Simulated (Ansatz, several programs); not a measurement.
NaSnBr₃ in the cubic perovskite structure, relaxed with r2SCAN in Ansatz (plane waves, PAW): space group Pm-3m (No. 221), cubic; a = 5.798 Å in the conventional setting, 38.98 Å³ an atom. Na has 12 Br at 4.10 Å; Sn has 6 Br at 2.90 Å; Br has 2 Sn at 2.90 Å and 4 Na at 4.10 Å. The cell was then scaled with its shape and fractional coordinates held. All values are calculated for a non-magnetic cell, which may be hypothetical.

```csv
V (Å³/atom),E (meV/atom)
36.645,10.61
38.984,0.00
40.154,2.17
41.324,8.33
```

Question: Pass a cubic E = c₀ + c₁u + c₂u² + c₃u³, with u = V − 39.277 Å³, through these points.

Answer: c₀ = 0.13, c₁ = +0.931, c₂ = 1.662, c₃ = -0.0778 (meV and Å³).

Question: Where is the minimum, and what bulk modulus follows?

Answer: dE/du = 0 at u = -0.275, so V₀ = 39.00 Å³. B = V₀ d²E/dV² = 39.00 × (2c₂ + 6c₃u) = 39.00 × 3.452 = 135 meV/Å³, and 1 meV/Å³ is 0.16022 GPa: 22 GPa. A third-order Birch-Murnaghan fit to all five points gives 39.00 Å³ and 21 GPa.

Question: Predict the energy and the pressure at the withheld volume, 37.815 Å³.

Answer: With u = -1.462: E ≈ 2.56 meV and P = −dE/dV ≈ +0.71 GPa. The run gives 2.53 meV and, from its stress, +0.71 GPa.
